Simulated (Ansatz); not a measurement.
# CH4ClFO2SW: vertical ionisation energy

An exercise on one series of results from a longer session: the logs are not shown, and one member is left open.

Computed with Ansatz 0.2.0, Gaussian basis. Level: unrestricted cation, the program's frozen cores in correlated methods.

The runs, in order: UKS PBE-D4/def2-TZVPP; UKS r2SCAN-D4/def2-TZVPP; UKS PBE0-D4/def2-TZVPP; UKS B3LYP-D4/def2-TZVPP; UKS wB97X-V/def2-TZVPP; UKS wB97M-V/def2-TZVPP; UKS B2PLYP/def2-TZVPP; UHF-CCSD(T)/def2-TZVPP; UHF-MP2/def2-QZVPP; extrapolation to the limit; then −ε(HOMO) from the neutral's earlier runs with LDA (SPW92), PBE-D4, revPBE-D4, BLYP-D4, r2SCAN-D4, B97M-V, PBE0-D4, B3LYP-D4, r2SCANh-D4, r2SCAN0-D4, HSE06-D4, BHLYP-D4, CAM-B3LYP-D4, LC-ωPBE, ωB97X-V, ωB97M-V.

### The geometry

An earlier PBE0-D4 in a triple-zeta def2 set relaxation fixed the geometry. W takes the def2 core potential; no spin-orbit term is included.

SMILES `C[O][W]([OH])([F])(=[S])[Cl]`, 11 atoms, charge 0, spin multiplicity 1.

Atoms are counted from 1 here; the program's logs count them from 0.

Bond lengths: C1–O2 1.399 Å, C1–H8 1.094 Å, C1–H9 1.094 Å, C1–H10 1.091 Å, O2–W3 1.837 Å, W3–O4 1.905 Å, W3–F5 1.880 Å, W3–S6 2.111 Å, W3–Cl7 2.300 Å, O4–H11 0.963 Å. Angles: O2–C1–H8 109.4°, O2–C1–H9 109.5°, O2–C1–H10 108.8°, H8–C1–H9 109.7°, H8–C1–H10 109.9°, H9–C1–H10 109.6°, C1–O2–W3 139.0°, O2–W3–O4 84.7°, O2–W3–F5 155.0°, O2–W3–S6 102.8°, O2–W3–Cl7 90.5°, O4–W3–F5 82.1°, O4–W3–S6 111.7°, O4–W3–Cl7 138.0°, F5–W3–S6 101.7°, F5–W3–Cl7 85.4°, S6–W3–Cl7 110.0°, W3–O4–H11 115.2°.

Set-up of the first run:

The input, in.yaml:

```yaml
crystal:
  periodic: [false, false, false]
  atoms:
    - {symbol: C, position_ang: [1.091222, -1.543957, 0.081058]}
    - {symbol: O, position_ang: [0.612576, -0.364640, 0.662722]}
    - {symbol: W, position_ang: [-0.386730, 1.104719, 0.196920]}
    - {symbol: O, position_ang: [-1.711069, -0.172281, -0.295900]}
    - {symbol: F, position_ang: [-1.371621, 2.192188, -0.978242]}
    - {symbol: S, position_ang: [-0.813562, 1.992890, 2.064233]}
    - {symbol: Cl, position_ang: [1.467883, 2.092535, -0.738206]}
    - {symbol: H, position_ang: [0.273365, -2.048957, -0.441629]}
    - {symbol: H, position_ang: [1.889125, -1.304153, -0.628423]}
    - {symbol: H, position_ang: [1.483578, -2.190134, 0.867634]}
    - {symbol: H, position_ang: [-2.469367, 0.184691, -0.769567]}
basis:
  gaussian: {orbitals: def2-TZVPP}
total_charge: 1
magnetization: {spin_polarized: true, initial_magnetization: 1}
hamiltonian: {xc: pbe, dispersion: d4}
```

Command:

```bash
$ ansatz run in.yaml --threads 2 --pin off --events-out ev --progress --plain --max-ram 32768MiB --backend cuda --devices 0, --max-vram 18GiB
```

Steps of the session up to this table: Cation, UKS PBE-D4/def2-TZVPP; Cation, UKS r2SCAN-D4/def2-TZVPP; Cation, UKS PBE0-D4/def2-TZVPP; Cation, UKS B3LYP-D4/def2-TZVPP; Cation, UKS wB97X-V/def2-TZVPP; Cation, UKS wB97M-V/def2-TZVPP; Cation, UKS B2PLYP (frozen core)/def2-TZVPP; Cation, UHF-CCSD(T)/def2-TZVPP; Cation, UHF-MP2/def2-QZVPP.

One of the session's tables, all rows but one given; the rest of the session is left out.

Orbital estimates, from the neutral's runs:

| functional | −ε(HOMO) (eV) |
| --- | --- |
| LDA (SPW92) | 6.96 |
| PBE-D4 | 6.80 |
| revPBE-D4 | 6.74 |
| BLYP-D4 | 6.64 |
| r2SCAN-D4 | 7.13 |
| B97M-V | 7.19 |
| PBE0-D4 | 8.09 |
| B3LYP-D4 | ? |
| r2SCANh-D4 | 7.60 |
| r2SCAN0-D4 | 8.31 |
| HSE06-D4 | 7.69 |
| BHLYP-D4 | 9.22 |
| CAM-B3LYP-D4 | 9.37 |
| LC-ωPBE | 10.69 |
| ωB97X-V | 10.36 |
| ωB97M-V | 10.22 |

Estimate the missing values for B3LYP-D4.

Worked estimate for «−ε(HOMO) (eV)». Against the share of exact exchange, BLYP-D4 (0, 6.64), BHLYP-D4 (0.5, 9.22) give a slope of 5.16 per unit share; at 0.2 the line stands at 7.67.

The run gave: −ε(HOMO) (eV): 7.84. In «−ε(HOMO) (eV)» the line misses by -0.17.
